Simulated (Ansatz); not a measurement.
# MoRu2: from a guess to a relaxed structure, part 2 of 2

Where does this trial cell of MoRu2 go when cell and atoms are let free?

Ansatz 0.2.0; DFT PBE, scalar-relativistic, plane waves, PAW. The steps go on from the part before.

## (5) Relaxation on the finer mesh

The end of the coarse run is made exact in the group found at a tolerance of 0.06 Å and reduced to its primitive cell.

Contents of input.yaml:

```yaml
crystal:
  lattice:
    - [2.8043803344, 0.0, 0.0]
    - [0.0, 2.8043803344, 0.0]
    - [0.0, 0.0, 5.975885899]
  atoms:
    - { symbol: Mo, position: [0.0, 0.0, 0.5] }
    - { symbol: Ru, position: [0.5, 0.5, 0.8032951674] }
    - { symbol: Ru, position: [0.5, 0.5, 0.1967048326] }
basis:
  ecutwfc: 420
kpoints:
  mp_grid: { grid: [16, 16, 8] }
hamiltonian:
  xc: pbe
scf:
  occupations: { method: gaussian, width: 0.1 }
output:
  forces: true
  stress: true
  eigenvalues: true
relax:
  adjacent_minimum: "off"
  f_tol: 0.01
  max_steps: 80
  cell: { stress_tol: 0.05 }
```

On the command line:

```console
$ ansatz run input.yaml --threads 1 --pin off --max-ram 2560MiB --backend cpu --events-out ev --progress --plain --runs-dir out
```

Standard output:

```text
Warning: RAYON_NUM_THREADS=1 ignored (pool sized by the plan → 1); use --threads N
[... 9 set-up lines as earlier in the session ...]
Crystal: 3 atoms, lattice volume = 46.998 Å³
Basis set: ecut = 420 eV, 919 PW (Γ), exchange–correlation on 40×40×80 points (8 copies of the dense FFT grid, shifted against one another)
Bands: 28, of which v1, the nominal top of the filled ones, is band 23 counted from 1 (22 counted from 0)
[... 1 set-up line as earlier in the session ...]
Space group: P4/mmm (ITA 123), of the structure as read, at distance tolerance 3.6e-5 Å
k-points: 225 of 2048
[... 8 set-up lines as earlier in the session ...]
SCF iter   1: F=—  HF=-16712.234038 eV  |F-HF|=—  |Δ(HF+E_count)|=         —  Δρ=2.44e-2  dr2=6.95e-1  ethr=1.77e-3  ⟨swp⟩=5.3  Hψ=23822  notcnv=0
preconditioner: auto → Kerker (q_TF=auto, 2.719 Å⁻¹)  [metal: Δε(μ)=0.008 eV  Ē_g=4.454 eV  σ=0.100 eV  W_gap=0.04  n_scr=16 (ndim 8)  ℏωp=25.4 eV  f_vac=0.000  D(μ)=3.79/eV (n_scr^D=46)]
SCF iter   2: F=—  HF=-16712.194104 eV  |F-HF|=—  |Δ(HF+E_count)|=   3.99e-2  Δρ=1.09e-2  dr2=1.77e-1  ethr=1.51e-3  ⟨swp⟩=1.0  Hψ=8100  notcnv=0  defer=1
SCF iter   3: F=—  HF=-16712.180893 eV  |F-HF|=—  |Δ(HF+E_count)|=   1.32e-2  Δρ=1.69e-3  dr2=1.99e-3  ethr=3.84e-4  ⟨swp⟩=1.5  Hψ=6356  notcnv=0  defer=4
SCF iter   4: F=—  HF=-16712.180537 eV  |F-HF|=—  |Δ(HF+E_count)|=   3.56e-4  Δρ=3.93e-4  dr2=2.31e-4  ethr=4.33e-6  ⟨swp⟩=2.0  Hψ=9511  notcnv=0  defer=4
SCF iter   5: F=—  HF=-16712.180509 eV  |F-HF|=—  |Δ(HF+E_count)|=   2.85e-5  Δρ=1.20e-4  dr2=6.87e-6  ethr=5.02e-7  ⟨swp⟩=2.1  Hψ=8709  notcnv=0  defer=4
SCF iter   6: F=—  HF=-16712.180556 eV  |F-HF|=—  |Δ(HF+E_count)|=   4.73e-5  Δρ=4.56e-5  dr2=1.61e-6  ethr=1.49e-8  ⟨swp⟩=2.2  Hψ=9540  notcnv=0  defer=25
SCF iter   7: F=-16712.180556 eV  HF=-16712.180556 eV  |F-HF|=3.43e-9  |Δ(HF+E_count)|=   2.71e-8  Δρ=1.05e-5  dr2=5.96e-8  ethr=2.17e-10  ⟨swp⟩=4.7  Hψ=25959  notcnv=0
the search or the solves at the SCF's close seem to have found levels that the self-consistency loop had missed (the run counts 1). By its estimate they hold under 1e-12 electrons; where the run keeps them, the occupations were computed again with them
SCF 1 converged in 7 iterations: F = -16712.180556 eV  dr2 = 5.96e-8
relax step   1: F+E_penalty+E_count = -16712.18055602 eV  Δ(F+E_penalty+E_count) = +0.000e0 eV  max|allowed force component| = 2.766e-1 eV/Å  Δτ_max = 0.0000 Å  P = -0.090 GPa  Ω = 46.998 Å³  (7 SCF iters, dr2 threshold 1.00e-7 eV, accepted)
Crystal: 3 atoms, lattice volume = 46.742 Å³
Basis set: ecut = 420 eV, 921 PW (Γ), exchange–correlation on 40×40×80 points (8 copies of the dense FFT grid, shifted against one another)
[... 2 set-up lines as earlier in the session ...]
iter 1 solved again at ethr=1.51e-5 eV; its pass at ethr=3.10e-3 eV (dr2=6.96e-3 eV) is discarded
SCF iter   1: F=—  HF=-16712.185701 eV  |F-HF|=—  |Δ(HF+E_count)|=         —  Δρ=2.69e-3  dr2=6.81e-3  ethr=1.51e-5  ⟨swp⟩=2.0  Hψ=29243  notcnv=0
preconditioner: auto → Kerker (q_TF=auto, 2.721 Å⁻¹)  [metal: Δε(μ)=0.002 eV  Ē_g=4.508 eV  σ=0.100 eV  W_gap=0.01  n_scr=16 (ndim 8)  ℏωp=25.5 eV  f_vac=0.000  D(μ)=4.11/eV (n_scr^D=54)]
SCF iter   2: F=—  HF=-16712.185326 eV  |F-HF|=—  |Δ(HF+E_count)|=   3.75e-4  Δρ=1.21e-3  dr2=1.84e-3  ethr=1.48e-5  ⟨swp⟩=1.0  Hψ=6300  notcnv=0
SCF iter   3: F=—  HF=-16712.185193 eV  |F-HF|=—  |Δ(HF+E_count)|=   1.33e-4  Δρ=1.94e-4  dr2=5.44e-5  ethr=4.00e-6  ⟨swp⟩=1.1  Hψ=6331  notcnv=0
SCF iter   4: F=—  HF=-16712.185213 eV  |F-HF|=—  |Δ(HF+E_count)|=   2.04e-5  Δρ=3.74e-5  dr2=9.40e-7  ethr=1.18e-7  ⟨swp⟩=2.2  Hψ=8175  notcnv=0
iter 5 did not close the SCF: its close was put off for the readings that it lacked (scf_convergence_deferred on its scf_iter line)
SCF iter   5: F=-16712.185213 eV  HF=-16712.185213 eV  |F-HF|=5.63e-8  |Δ(HF+E_count)|=   1.73e-7  Δρ=1.28e-5  dr2=1.12e-7  ethr=2.04e-9  ⟨swp⟩=2.0  Hψ=9235  notcnv=0
SCF iter   6: F=-16712.185213 eV  HF=-16712.185213 eV  |F-HF|=3.60e-9  |Δ(HF+E_count)|=   1.12e-8  Δρ=4.34e-6  dr2=1.24e-8  ethr=2.43e-10  ⟨swp⟩=1.8  Hψ=19212  notcnv=0
SCF 2 converged in 6 iterations: F = -16712.185213 eV  dr2 = 1.24e-8
relax step   2: F+E_penalty+E_count = -16712.18521311 eV  Δ(F+E_penalty+E_count) = -4.657e-3 eV  max|allowed force component| = 3.786e-2 eV/Å  Δτ_max = 0.0060 Å  P = +0.980 GPa  Ω = 46.742 Å³  energy of the carried Pulay correction = +9.177e-5 eV  (6 SCF iters, dr2 threshold 3.00e-7 eV, accepted)
Crystal: 3 atoms, lattice volume = 46.996 Å³
Basis set: ecut = 420 eV, 929 PW (Γ), exchange–correlation on 40×40×80 points (8 copies of the dense FFT grid, shifted against one another)
iter 1 solved again at ethr=1.58e-6 eV; its pass at ethr=3.10e-3 eV (dr2=7.28e-4 eV) is discarded
SCF iter   1: F=—  HF=-16712.185853 eV  |F-HF|=—  |Δ(HF+E_count)|=         —  Δρ=9.32e-4  dr2=7.11e-4  ethr=1.58e-6  ⟨swp⟩=2.0  Hψ=28989  notcnv=0
preconditioner: auto → Kerker (q_TF=auto, 2.719 Å⁻¹)  [metal: Δε(μ)=0.004 eV  Ē_g=4.477 eV  σ=0.100 eV  W_gap=0.02  n_scr=16 (ndim 8)  ℏωp=25.4 eV  f_vac=0.000  D(μ)=4.12/eV (n_scr^D=54)]
SCF iter   2: F=—  HF=-16712.185817 eV  |F-HF|=—  |Δ(HF+E_count)|=   3.55e-5  Δρ=4.47e-4  dr2=1.52e-4  ethr=1.55e-6  ⟨swp⟩=1.0  Hψ=6311  notcnv=0
SCF iter   3: F=—  HF=-16712.185829 eV  |F-HF|=—  |Δ(HF+E_count)|=   1.14e-5  Δρ=6.76e-5  dr2=1.48e-6  ethr=3.30e-7  ⟨swp⟩=1.3  Hψ=6373  notcnv=0
iter 4 did not close the SCF: its close was put off for the readings that it lacked (scf_convergence_deferred on its scf_iter line)
SCF iter   4: F=-16712.185829 eV  HF=-16712.185829 eV  |F-HF|=2.67e-9  |Δ(HF+E_count)|=   1.88e-8  Δρ=1.05e-5  dr2=3.58e-8  ethr=3.21e-9  ⟨swp⟩=2.6  Hψ=9213  notcnv=0
iter 5 did not close the SCF: its close was put off for the readings that it lacked (scf_convergence_deferred on its scf_iter line)
SCF iter   5: F=-16712.185829 eV  HF=-16712.185829 eV  |F-HF|=8.80e-10  |Δ(HF+E_count)|=   3.21e-9  Δρ=3.04e-6  dr2=4.12e-9  ethr=7.78e-11  ⟨swp⟩=2.3  Hψ=10525  notcnv=0
SCF iter   6: F=-16712.185829 eV  HF=-16712.185829 eV  |F-HF|=8.73e-11  |Δ(HF+E_count)|=  4.37e-11  Δρ=6.45e-7  dr2=2.85e-10  ethr=8.95e-12  ⟨swp⟩=1.2  Hψ=15637  notcnv=0
SCF 3 converged in 6 iterations: F = -16712.185829 eV  dr2 = 2.85e-10
relax step   3: F+E_penalty+E_count = -16712.18582879 eV  Δ(F+E_penalty+E_count) = -6.157e-4 eV  max|allowed force component| = 3.308e-2 eV/Å  Δτ_max = 0.0032 Å  P = -0.393 GPa  Ω = 46.996 Å³  energy of the carried Pulay correction = +4.143e-7 eV  (6 SCF iters, dr2 threshold 3.00e-7 eV, accepted)
Crystal: 3 atoms, lattice volume = 46.901 Å³
iter 1 solved again at ethr=2.09e-7 eV; its pass at ethr=3.10e-3 eV (dr2=9.61e-5 eV) is discarded
SCF iter   1: F=—  HF=-16712.186047 eV  |F-HF|=—  |Δ(HF+E_count)|=         —  Δρ=3.52e-4  dr2=1.00e-4  ethr=2.09e-7  ⟨swp⟩=2.0  Hψ=28529  notcnv=0
preconditioner: auto → Kerker (q_TF=auto, 2.719 Å⁻¹)  [metal: Δε(μ)=0.002 eV  Ē_g=4.487 eV  σ=0.100 eV  W_gap=0.01  n_scr=16 (ndim 8)  ℏωp=25.4 eV  f_vac=0.000  D(μ)=4.11/eV (n_scr^D=54)]
SCF iter   2: F=—  HF=-16712.186058 eV  |F-HF|=—  |Δ(HF+E_count)|=   1.08e-5  Δρ=1.71e-4  dr2=2.04e-5  ethr=2.09e-7  ⟨swp⟩=1.0  Hψ=6307  notcnv=0
iter 3 did not close the SCF: its close was put off for the readings that it lacked (scf_convergence_deferred on its scf_iter line)
SCF iter   3: F=-16712.186057 eV  HF=-16712.186057 eV  |F-HF|=2.60e-8  |Δ(HF+E_count)|=   1.21e-6  Δρ=2.78e-5  dr2=2.00e-7  ethr=4.44e-8  ⟨swp⟩=1.3  Hψ=6364  notcnv=0
iter 4 did not close the SCF: its close was put off for the readings that it lacked (scf_convergence_deferred on its scf_iter line)
SCF iter   4: F=-16712.186057 eV  HF=-16712.186057 eV  |F-HF|=3.70e-9  |Δ(HF+E_count)|=   2.82e-9  Δρ=4.31e-6  dr2=1.03e-8  ethr=4.36e-10  ⟨swp⟩=2.0  Hψ=8547  notcnv=0
iter 5 did not close the SCF: its close was put off for the readings that it lacked (scf_convergence_deferred on its scf_iter line)
SCF iter   5: F=-16712.186057 eV  HF=-16712.186057 eV  |F-HF|=5.86e-10  |Δ(HF+E_count)|=  1.42e-10  Δρ=1.22e-6  dr2=1.23e-9  ethr=2.23e-11  ⟨swp⟩=2.6  Hψ=9989  notcnv=0
SCF iter   6: F=-16712.186057 eV  HF=-16712.186057 eV  |F-HF|=2.55e-11  |Δ(HF+E_count)|=  1.38e-10  Δρ=3.47e-7  dr2=7.98e-11  ethr=2.68e-12  ⟨swp⟩=1.0  Hψ=15629  notcnv=0
SCF 4 converged in 6 iterations: F = -16712.186057 eV  dr2 = 7.98e-11
relax step   4: F+E_penalty+E_count = -16712.18605700 eV  Δ(F+E_penalty+E_count) = -2.282e-4 eV  max|allowed force component| = 1.198e-2 eV/Å  Δτ_max = 0.0017 Å  P = +0.021 GPa  Ω = 46.901 Å³  energy of the carried Pulay correction = +3.470e-5 eV  (6 SCF iters, dr2 threshold 3.00e-7 eV, accepted)
Crystal: 3 atoms, lattice volume = 46.894 Å³
iter 1 solved again at ethr=1.83e-8 eV; its pass at ethr=3.10e-3 eV (dr2=8.43e-6 eV) is discarded
SCF iter   1: F=—  HF=-16712.186061 eV  |F-HF|=—  |Δ(HF+E_count)|=         —  Δρ=1.41e-4  dr2=6.98e-6  ethr=1.83e-8  ⟨swp⟩=3.0  Hψ=30011  notcnv=0
preconditioner: auto → Kerker (q_TF=auto, 2.720 Å⁻¹)  [metal: Δε(μ)=0.003 eV  Ē_g=4.486 eV  σ=0.100 eV  W_gap=0.02  n_scr=16 (ndim 8)  ℏωp=25.4 eV  f_vac=0.000  D(μ)=4.11/eV (n_scr^D=54)]
SCF iter   2: F=—  HF=-16712.186075 eV  |F-HF|=—  |Δ(HF+E_count)|=   1.42e-5  Δρ=8.15e-5  dr2=2.72e-6  ethr=1.52e-8  ⟨swp⟩=1.0  Hψ=6300  notcnv=0
SCF iter   3: F=—  HF=-16712.186075 eV  |F-HF|=—  |Δ(HF+E_count)|=   2.26e-7  Δρ=8.51e-6  dr2=8.81e-8  ethr=5.91e-9  ⟨swp⟩=1.6  Hψ=6996  notcnv=0
iter 4 did not close the SCF: its close was put off for the readings that it lacked (scf_convergence_deferred on its scf_iter line)
SCF iter   4: F=-16712.186075 eV  HF=-16712.186075 eV  |F-HF|=5.61e-9  |Δ(HF+E_count)|=   1.58e-8  Δρ=3.82e-6  dr2=8.43e-9  ethr=1.92e-10  ⟨swp⟩=2.1  Hψ=9839  notcnv=0
iter 5 did not close the SCF: its close was put off for the readings that it lacked (scf_convergence_deferred on its scf_iter line)
SCF iter   5: F=-16712.186075 eV  HF=-16712.186075 eV  |F-HF|=9.57e-10  |Δ(HF+E_count)|=   1.52e-9  Δρ=1.36e-6  dr2=1.52e-9  ethr=1.83e-11  ⟨swp⟩=2.0  Hψ=8931  notcnv=0
SCF iter   6: F=-16712.186075 eV  HF=-16712.186075 eV  |F-HF|=1.09e-11  |Δ(HF+E_count)|=  8.73e-11  Δρ=4.05e-7  dr2=6.75e-11  ethr=3.31e-12  ⟨swp⟩=2.0  Hψ=18737  notcnv=0
SCF 5 converged in 6 iterations: F = -16712.186075 eV  dr2 = 6.75e-11
relax step   5: F+E_penalty+E_count = -16712.18607495 eV  Δ(F+E_penalty+E_count) = -1.795e-5 eV  max|allowed force component| = 1.209e-4 eV/Å  Δτ_max = 0.0009 Å  P = -0.000 GPa  Ω = 46.894 Å³  energy of the carried Pulay correction = +3.705e-5 eV  (6 SCF iters, dr2 threshold 9.40e-9 eV, accepted)
Basis set: ecut = 420 eV, 929 PW (Γ), exchange–correlation on 40×40×90 points (8 copies of the dense FFT grid, shifted against one another)
Initial wavefunctions: pseudopotential atomic-orbital guess (no wavefunctions were taken with the density)
iter 1 solved again at ethr=1.03e-7 eV; its pass at ethr=3.10e-3 eV (dr2=4.76e-5 eV) is discarded
SCF iter   1: F=—  HF=-16712.186030 eV  |F-HF|=—  |Δ(HF+E_count)|=         —  Δρ=4.35e-5  dr2=7.16e-8  ethr=1.03e-7  ⟨swp⟩=3.2  Hψ=41460  notcnv=0
SCF iter   2: F=—  HF=-16712.186078 eV  |F-HF|=—  |Δ(HF+E_count)|=   4.83e-5  Δρ=2.12e-5  dr2=1.38e-8  ethr=1.56e-10  ⟨swp⟩=2.6  Hψ=12231  notcnv=0
SCF iter   3: F=—  HF=-16712.186078 eV  |F-HF|=—  |Δ(HF+E_count)|=   3.81e-7  Δρ=2.58e-6  dr2=4.12e-10  ethr=3.00e-11  ⟨swp⟩=2.8  Hψ=11598  notcnv=0
iter 4 did not close the SCF: its close was put off for the readings that it lacked (scf_convergence_deferred on its scf_iter line)
SCF iter   4: F=-16712.186078 eV  HF=-16712.186078 eV  |F-HF|=7.28e-12  |Δ(HF+E_count)|=   4.68e-9  Δρ=2.63e-7  dr2=1.38e-11  ethr=1.00e-12  ⟨swp⟩=2.3  Hψ=9532  notcnv=0
iter 5 did not close the SCF: its close was put off for the readings that it lacked (scf_convergence_deferred on its scf_iter line)
SCF iter   5: F=-16712.186078 eV  HF=-16712.186078 eV  |F-HF|=7.28e-12  |Δ(HF+E_count)|=  3.64e-12  Δρ=7.37e-8  dr2=1.28e-12  ethr=1.00e-12  ⟨swp⟩=1.0  Hψ=6300  notcnv=0
iter 6 did not close the SCF: its close was put off for the readings that it lacked (scf_convergence_deferred on its scf_iter line)
SCF iter   6: F=-16712.186078 eV  HF=-16712.186078 eV  |F-HF|=3.64e-12  |Δ(HF+E_count)|=  3.64e-12  Δρ=1.32e-8  dr2=7.76e-14  ethr=1.00e-12  ⟨swp⟩=1.0  Hψ=6300  notcnv=0
iter 7 did not close the SCF: its close was put off for the readings that it lacked (scf_convergence_deferred on its scf_iter line)
SCF iter   7: F=-16712.186078 eV  HF=-16712.186078 eV  |F-HF|=3.64e-12  |Δ(HF+E_count)|=  3.64e-12  Δρ=4.66e-9  dr2=1.24e-14  ethr=1.00e-12  ⟨swp⟩=1.0  Hψ=6300  notcnv=0
SCF iter   8: F=-16712.186078 eV  HF=-16712.186078 eV  |F-HF|=7.28e-12  |Δ(HF+E_count)|=    0.00e0  Δρ=1.41e-9  dr2=2.10e-15  ethr=1.00e-12  ⟨swp⟩=2.0  Hψ=18643  notcnv=0
SCF 6 converged in 8 iterations: F = -16712.186078 eV  dr2 = 2.10e-15
relax step   6: F+E_penalty+E_count = -16712.18607825 eV  Δ(F+E_penalty+E_count) = -3.304e-6 eV  max|allowed force component| = 2.328e-4 eV/Å  Δτ_max = 0.0000 Å  P = -0.001 GPa  Ω = 46.894 Å³  stress off target by 8.27e-3 GPa  SCF on the basis re-selected at this cell (its energy is not comparable with the rows above)  (8 SCF iters)
basis re-selected at this cell: Δ(F+E_penalty+E_count) = -3.304e-6 eV, ΔP = -0.000 GPa vs the last step (what re-selecting the basis moved, of the pressure what is left beyond the Pulay correction that the steps carried, after the strain that the cell walked since its last selection, with what the two solves' SCF thresholds leave and, on support functions, any second-order correction that the steps lacked; it is no measure of the basis error at this ecutwfc). The dense FFT grid was sized anew with the basis: this SCF ran on 20×20×45 points, the steps before it on 20×20×40, so part of this shift can come from that change (see relax.cell in the input reference). This SCF's stress stands 8.27e-3 GPa from its target on what of the cell is left free (relax.cell.stress_tol is 5.00e-2 GPa) and its largest allowed force component is 2.33e-4 eV/Å (relax.f_tol is 1.00e-2 eV/Å): within both
SCF converged after 8 iterations
Free energy (F): -16712.186078 eV
Harris-Foulkes:  -16712.186078 eV  (|F-HF|=7.28e-12)
Internal energy: -16712.165535 eV  (E = F + TS)
E sigma→0 (E₀):  -16712.175807 eV
Entropy (-TS):   -0.020543 eV (-6.848 meV/atom)
Fermi energy:    20.012494 eV
--- Per-component energies (eV) ---
  E_band       = -268.779255
  E_kinetic    = 1470.854843
  E_local      = -3807.028544  (includes V_loc(G=0)·N_el)
  E_nonlocal   = 831.396746
  E_hartree    = 1265.667489
  E_xc         = -563.539230
  E_vxc        = -705.988899  (∫ρ·V_xc dr)
  E_paw        = -10123.959092  (= ΣΔE_a)
  E_vpaw       = -589.348092  (= ΣTr[D̂ρ^β])
  E_aug_tail   = -0.000288  (compensation charges beyond the density's cutoff)
  E_ewald      = -5785.557460
  E_smearing   = -0.020543  (= −TS)
  E_closure    = 0.000000  (closes the sum)
  Σ components = -16712.186078   (vs F -16712.186078, Δ=0.00e0)
--- Forces (eV/Å), atoms counted from 1 ---
  atom   1  Mo     0.00000000    -0.00000000     0.00000000
  atom   2  Ru    -0.00000000     0.00000000     0.00023278
  atom   3  Ru     0.00000000    -0.00000000    -0.00023278
  max |Σ_I F_I| component: 2.71e-20 eV/Å
--- Stress (GPa, compression-positive) ---
       -0.004985      -0.000000       0.000000
       -0.000000      -0.004985      -0.000000
        0.000000      -0.000000       0.008266
  P = ⅓ Tr σ = -0.0006 GPa (-0.006 kbar)
--- Band table (eV; the first three rows and the last of 225) ---
  k-point 0: bands = ["-52.5772", "-52.4602", "-40.7999", "-23.0404", "-22.3228", "-22.3228", "-22.2517", "-22.2339", "-22.2339", "-14.9415", "-14.4488", "-14.4488", "13.0895", "14.3874", "15.0576", "16.1936", "16.6292", "18.1634", "18.3163", "18.5888", "18.5888", "19.0078", "19.0078", "20.2964", "20.8341", "21.4060", "21.6984", "23.2061"]
  k-point 1: bands = ["-52.5770", "-52.4604", "-40.7999", "-23.0421", "-22.3223", "-22.3223", "-22.2497", "-22.2345", "-22.2345", "-14.9422", "-14.4488", "-14.4488", "13.1774", "14.4429", "15.0864", "16.0536", "16.5446", "18.0331", "18.2285", "18.3829", "18.3829", "19.2889", "19.2889", "20.3136", "20.8104", "21.3838", "22.1199", "23.1438"]
  k-point 2: bands = ["-52.5767", "-52.4608", "-40.7998", "-23.0461", "-22.3210", "-22.3210", "-22.2450", "-22.2358", "-22.2358", "-14.9439", "-14.4487", "-14.4487", "13.4298", "14.5917", "15.1661", "15.6941", "16.3482", "17.4301", "18.1360", "18.1360", "18.3675", "19.7450", "19.7450", "20.3631", "20.7454", "21.5115", "22.8199", "22.8199"]
  k-point 224: bands = ["-52.5026", "-52.3893", "-40.6220", "-22.9463", "-22.6665", "-22.6665", "-22.5767", "-22.5767", "-22.1774", "-15.1402", "-15.1402", "-14.7971", "15.0500", "15.0500", "15.1240", "15.5387", "15.7674", "17.5113", "18.4206", "18.4206", "19.7899", "19.7899", "21.9027", "22.0884", "22.9483", "23.0267", "24.6644", "26.9630"]
--- Relaxed structure (5 steps of the walk, 5 accepted, 1 SCFs on fresh bases) ---
  F+E_penalty+E_count = -16712.18607825 eV   max|allowed force component| = 2.328e-4 eV/Å   (the final SCF, on the basis selected at the relaxed cell)
  cell:  # Å, volume = 46.8942 Å³
    - [2.789651216210261, 1.0476512393535139e-33, 3.2926159149682566e-33]
    - [1.0476512393535139e-33, 2.789651216210261, -8.231545452063322e-34]
    - [7.016272641667754e-33, -1.75406936750208e-33, 6.025865707824812]
  atoms:
    - { symbol: Mo, position: [4.039172775506726e-34, -9.264075974392427e-35, 0.5000000000000001] }
    - { symbol: Ru, position: [0.49999999999999994, 0.49999999999999994, 0.802205322402048] }
    - { symbol: Ru, position: [0.49999999999999994, 0.49999999999999994, 0.19779467759795202] }
```

It took 95 s on 1 thread of Intel Xeon Platinum 8259CL at 2.50GHz (Skylake/Cascade Lake), shared host; peak memory 0.58 GiB.

The steps of the relaxation:

| step | energy from step 1 (eV/cell) | largest force component (eV/Å) | pressure (GPa) | volume (Å³) |
| --- | --- | --- | --- | --- |
| 1 | 0.0000 | 0.2766 | -0.09 | 47.00 |
| 2 | -0.0047 | 0.0379 | 0.98 | 46.74 |
| 3 | -0.0053 | 0.0331 | -0.39 | 47.00 |
| 4 | -0.0055 | 0.0120 | 0.02 | 46.90 |
| 5 | -0.0055 | 0.0001 | 0.00 | 46.89 |
| 6 | -0.0055 | 0.0002 | 0.00 | 46.89 |

Step 1 is the start. Step 6 repeats the geometry before it on a plane-wave basis chosen anew for that cell, so its energy need not be comparable with the rows above.

|  | before | after | change |
| --- | --- | --- | --- |
| a (Å) | 2.804 | 2.790 | -0.5 % |
| b (Å) | 2.804 | 2.790 | -0.5 % |
| c (Å) | 5.976 | 6.026 | +0.8 % |
| volume (Å³/atom) | 15.67 | 15.63 | -0.2 % |
| shortest distance (Å) | 2.351 | 2.384 | +1.4 % |
| space group (0.01 Å) | P4/mmm | P4/mmm | same |

The run keeps the 16 symmetry operations of the start, so it could not have lowered the symmetry.

## (6) Changing settings: occupations.width 0.025, dr2_threshold 1.0e-08

Contents of input.yaml:

```yaml
crystal:
  lattice:
    - [2.7896512162, 0.0, 0.0]
    - [0.0, 2.7896512162, 0.0]
    - [0.0, 0.0, 6.0258657078]
  atoms:
    - { symbol: Mo, position: [0.0, 0.0, 0.5] }
    - { symbol: Ru, position: [0.5, 0.5, 0.8022053224] }
    - { symbol: Ru, position: [0.5, 0.5, 0.1977946776] }
basis:
  ecutwfc: 420
kpoints:
  mp_grid: { grid: [16, 16, 8] }
hamiltonian:
  xc: pbe
scf:
  occupations: { method: gaussian, width: 0.025 }
  convergence: { dr2_threshold: 1.0e-08 }
output:
  forces: true
  eigenvalues: true
  stress: true
```

On the command line:

```console
$ ansatz run input.yaml --threads 1 --pin off --max-ram 2560MiB --backend cpu --events-out ev --progress --plain --runs-dir out
```

Standard output, cut to the lines that bear on the results:

```text
Warning: output.stress: scf.convergence.dr2_threshold = 1e-8 eV is looser than the 3e-10 eV advised for a printed stress (1e-10 eV for each atom of the cell: 3). What an SCF threshold leaves in a stress goes as its square root, and in the free energy as the threshold itself, and one [...]
Warning: RAYON_NUM_THREADS=1 ignored (pool sized by the plan → 1); use --threads N
[...]
[... 3 set-up lines as earlier in the session ...]
[...]
SCF converged after 8 iterations
Free energy (F): -16712.175632 eV
[...]
E sigma→0 (E₀):  -16712.174711 eV
Entropy (-TS):   -0.001841 eV (-0.614 meV/atom)
Fermi energy:    20.008851 eV
[...]
--- Forces (eV/Å), atoms counted from 1 ---
  atom   1  Mo    -0.00000000    -0.00000000     0.00000000
  atom   2  Ru     0.00000000     0.00000000    -0.00613792
  atom   3  Ru     0.00000000     0.00000000     0.00613792
[...]
--- Stress (GPa, compression-positive) ---
       -0.127441       0.000000       0.000000
        0.000000      -0.127441       0.000000
        0.000000       0.000000       0.158697
  P = ⅓ Tr σ = -0.0321 GPa (-0.321 kbar)
--- Band table (eV; the first three rows and the last of 225) ---
[...]
```

Run time: 21 s. Hardware: 1 thread of Intel Xeon Platinum 8259CL at 2.50GHz (Skylake/Cascade Lake), shared host; peak memory 0.55 GiB.

| run | ending | energy change | pressure (GPa) | gap (eV) | force (eV/Å) | cycles | time |
| --- | --- | --- | --- | --- | --- | --- | --- |
| step 5 | converged | 0 | 0.0 | 0.00 | 0.00 | - | 95 s |
| variant | converged | +0.4 meV/atom (σ→0) | 0.0 | 0.00 | 0.01 | 8 | 21 s |

Changing the smearing and convergence setting leaves the energy as it was (+0.4 meV/atom).

## (7) Results

The summary covers parts 1 to 2. Changes of volume or cell count from the first structure of part 1.

| quantity | value |
| --- | --- |
| symmetry at the end (tolerance 0.05 Å) | space group P4/mmm (No. 123) |
| conventional cell | a = 2.790 Å, b = 2.790 Å, c = 6.026 Å, α = 90.00°, β = 90.00°, γ = 90.00° |
| volume | 15.63 Å³/atom |
| energy over the elements | +0.41 eV/atom |
| gap on the mesh | none (metal) |

The space group P4/mmm (No. 123) is kept, and the volume per atom shrinks by 6.8 % from the first guess. The formation energy is positive, so the separate elements lie lower. No finished test with a distortion of lower symmetry is shown, so the end may be a saddle point. Other magnetic orders were not searched.
